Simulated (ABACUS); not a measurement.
HPbNO4:

```
CELL_PARAMETERS angstrom
4.20407 0.00000 0.00000
2.02172 3.83951 0.00000
2.04686 1.27900 6.28131
ATOMIC_POSITIONS crystal
Pb 0.14426 0.92872 0.88352
O 0.83108 0.65056 0.78405
O 0.38694 0.22380 0.11295
O 0.31104 0.03576 0.45856
O 0.07726 0.60633 0.32275
N 0.25670 0.28861 0.30171
H 0.89145 0.68202 0.62796
```

The cell was built by a generator and needn't be a form met in nature.

Program: ABACUS 3.10.1. Alike in all runs: task single point; potentials or basis SG15 ONCV 1.2 PBE, DZP LCAO (the cutoffs set its grid); no spin polarisation; cell as given; k mesh 7 × 7 × 5; cutoff (eV) 1361; smearing fermi-dirac 0.05 eV.

Q: Order these runs on this cell by their pressure, lowest first.
A. level WC
B. level TPSS
C. level LDA
D. level revPBE

A: C (-0.1 GPa), A (1.8 GPa), B (3.7 GPa), D (5.5 GPa).

Caveats: the atomic orbitals were generated for these runs and aren't a published set; the potentials were made for another functional, which shifts forces and pressure; the basis of atomic orbitals isn't converged, which shifts pressures, moduli and gaps.

Runs at the PBE level aren't shown here.
